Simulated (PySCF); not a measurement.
**A diatomic session: BeI**

An exercise on one series of results from a longer session: the logs are not shown, and one member is left open.

Computed with PySCF 2.14.0. Level: Be def2-TZVPP, I def2-TZVPP with ECP28, scalar-relativistic core potentials.

The first run:

The job is set up so:

- atoms: Be, I
- charge: 0
- basis: Be def2-TZVPP, I def2-TZVPP with ECP28
- Hamiltonian: scalar-relativistic core potentials
- basis functions: 69
- electrons treated: 29
- masses in u: 9.0122, 126.9045
- levels: PBE0, PBE, r²SCAN, BHandHLYP, BLYP, PBEsol, r²SCANh, ωB97M-V, HF, MP2, SCS-MP2, CCSD, CCSD(T)
- grid: 80 radial by 434 angular points
- occupations: held fixed by the projection of orbital angular momentum
- dissociation limit: Be + I, each in its ground configuration
- starting distance in angstrom: 2.270
- values of 2S to try: 1, 3

Launch:

```sh
> OMP_NUM_THREADS=1 python dia.py task.json out
```

Among the steps run: The job; PBE0 along the bond; Excited determinants; PBE (GGA); r²SCAN (meta-GGA); BHandHLYP (global hybrid GGA); BLYP; PBEsol (GGA); r²SCANh (hybrid meta-GGA); ωB97M-V (range-separated hybrid); UHF (mean field); Adding correlation.

One table of the session follows, with a row left open; its other results are not shown here.

It belongs to the step «Constants by level of theory». 

| level | Re (Å) | ωe (cm⁻¹) | De (eV) |
| --- | --- | --- | --- |
| UHF | 2.212 | 604 | 2.31 |
| UHF-MP2 | 2.194 | 609 | 2.81 |
| UHF-SCS-MP2 | 2.201 | 602 | 2.54 |
| UHF-CCSD | 2.203 | 599 | 2.20 |
| UHF-CCSD(T) | 2.205 | 596 | 2.30 |
| PBE | ? | ? | ? |
| PBEsol | 2.191 | 595 | 3.09 |
| BLYP | 2.210 | 574 | 2.63 |
| r²SCAN | 2.196 | 597 | 3.05 |
| r²SCANh | 2.194 | 600 | 3.01 |
| PBE0 | 2.190 | 603 | 2.87 |
| BHandHLYP | 2.190 | 605 | 2.58 |
| ωB97M-V | 2.188 | 600 | 2.44 |

**Question.** Estimate the row for PBE.

As computed: Re (Å): 2.200; ωe (cm⁻¹): 589; De (eV): 2.91. In the column «Re (Å)» it lies between r²SCAN (2.196) and UHF-SCS-MP2 (2.201).
